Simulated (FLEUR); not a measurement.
The system is GdO.

```
Gd O
1.0
     0.00000    2.70000    2.70000
     2.70000    0.00000    2.70000
     2.70000    2.70000    0.00000
Gd O
1 1
Direct
  0.00000 0.00000 0.00000
  0.75000 0.75000 0.75000
```

Base run:

* Program: FLEUR MaX-R8.1 (later development tree)
* Functional: PBEsol
* Potentials or basis: all-electron
* Basis: FLAPW
* Kmax: 4.5 1/bohr
* k mesh: 7 × 7 × 7
* Occupations: fermi-dirac, width 0.05 eV
* Spin: collinear spin, ferromagnetic start
* Starting moments: [7.0, 0.0] μB
* Hubbard terms: Gd f U = 0.0 eV

Its results: band gap on the k mesh none (metal or under the smearing width); net moment 7.47 μB per cell; site moments Gd +6.98; O -0.03 μB.

The run is repeated on the same cell with these changes: hubbard terms from Gd f U = 0.0 eV to Gd f U = 4 eV. What comes out?

Band gap on the k mesh none (metal or under the smearing width); net moment 7.91 μB per cell; site moments Gd +7.21; O +0.00 μB.

Caveats: spin-orbit coupling is left out, which moves the levels of the heavy elements; a cell with one magnetic atom can't hold antiferromagnetic order, which such compounds often take.
